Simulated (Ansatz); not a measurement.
# CH₅ClOSi: up Jacob's ladder to CCSD(T)

An exercise on one series of results from a longer session: the logs are not shown, and one member is left open.

Computed with Ansatz 0.2.0, Gaussian basis. Level: functionals in def2-TZVPP, the program's frozen cores in correlated methods.

The runs, in order: LDA (SPW92), PBE-D4, revPBE-D4, BLYP-D4, r2SCAN-D4, B97M-V, PBE0-D4, B3LYP-D4, r2SCANh-D4, r2SCAN0-D4, HSE06-D4, BHLYP-D4, CAM-B3LYP-D4, LC-ωPBE, ωB97X-V, ωB97M-V, B2PLYP, PBE-QIDH; CCSD(T)/def2-SVP; CCSD(T)/def2-TZVPP; MP2/def2-QZVPP; extrapolation to the limit; RPA on PBE.

## The relaxed structure

The geometry comes from an earlier relaxation with PBE0-D4 in a triple-zeta def2 set; it is a stationary point, not always the lowest conformer.

SMILES `OC[SiH2]Cl`, 9 atoms, charge 0, spin multiplicity 1.

Atoms are counted from 1 here; the program's logs count them from 0.

Bond lengths: O1–C2 1.416 Å, O1–H5 0.962 Å, C2–Si3 1.882 Å, C2–H6 1.095 Å, C2–H7 1.100 Å, Si3–Cl4 2.067 Å, Si3–H8 1.484 Å, Si3–H9 1.481 Å. Angles: C2–O1–H5 108.3°, O1–C2–Si3 112.1°, O1–C2–H6 106.9°, O1–C2–H7 112.0°, Si3–C2–H6 109.0°, Si3–C2–H7 110.1°, H6–C2–H7 106.5°, C2–Si3–Cl4 106.0°, C2–Si3–H8 112.1°, C2–Si3–H9 112.1°, Cl4–Si3–H8 108.2°, Cl4–Si3–H9 107.2°, H8–Si3–H9 110.8°.

Set-up of the first run:

The input, in.yaml:

```yaml
crystal:
  periodic: [false, false, false]
  atoms:
    - {symbol: O, position_ang: [-0.200601, 1.578336, -0.712233]}
    - {symbol: C, position_ang: [0.674534, 0.526527, -0.347247]}
    - {symbol: Si, position_ang: [-0.189027, -0.786834, 0.687699]}
    - {symbol: Cl, position_ang: [-1.850504, -1.367100, -0.396948]}
    - {symbol: H, position_ang: [-0.967029, 1.194716, -1.150033]}
    - {symbol: H, position_ang: [1.479333, 0.973990, 0.245002]}
    - {symbol: H, position_ang: [1.150681, 0.064769, -1.224379]}
    - {symbol: H, position_ang: [0.665576, -1.981147, 0.901222]}
    - {symbol: H, position_ang: [-0.674463, -0.249457, 1.979715]}
basis:
  gaussian: {orbitals: def2-TZVPP}
hamiltonian: {xc: lda}
output: {orbitals: {seedname: orbitals}}
```

The run is started by

```console
$ ansatz run in.yaml --threads 2 --pin off --events-out ev --progress --plain --max-ram 4352MiB
```

Among the steps run: LDA; PBE-D4 (GGA); revPBE-D4 (GGA); BLYP-D4 (GGA); r2SCAN-D4 (meta-GGA); B97M-V (meta-GGA); B3LYP-D4 (hybrid); r2SCANh-D4 (hybrid); r2SCAN0-D4 (hybrid); HSE06-D4 (hybrid); BHLYP-D4 (hybrid); CAM-B3LYP-D4 (range-separated); LC-ωPBE (range-separated); ωB97X-V (range-separated); ωB97M-V (range-separated); B2PLYP (double hybrid); PBE-QIDH (double hybrid).

One table of the session follows, with a row left open; its other results are not shown here.

| functional | HOMO (eV) | gap (eV) |
| --- | --- | --- |
| LDA (SPW92) | -6.38 | 5.19 |
| PBE-D4 | -6.25 | 5.33 |
| revPBE-D4 | -6.19 | 5.39 |
| BLYP-D4 | -6.16 | 5.36 |
| r2SCAN-D4 | -6.56 | 6.06 |
| B97M-V | -6.73 | 6.08 |
| PBE0-D4 | ? | ? |
| B3LYP-D4 | -7.55 | 7.30 |
| r2SCANh-D4 | -7.14 | 6.93 |
| r2SCAN0-D4 | -8.00 | 8.23 |
| HSE06-D4 | -7.37 | 6.97 |
| BHLYP-D4 | -9.24 | 10.10 |
| CAM-B3LYP-D4 | -9.22 | 10.19 |
| LC-ωPBE | -10.55 | 12.74 |
| ωB97X-V | -10.22 | 12.26 |
| ωB97M-V | -10.12 | 11.86 |

Estimate the missing values for PBE0-D4.

**Answer.** HOMO (eV): -7.78; gap (eV): 7.76. In the column «HOMO (eV)» it lies between r2SCAN0-D4 (-8.00) and B3LYP-D4 (-7.55).
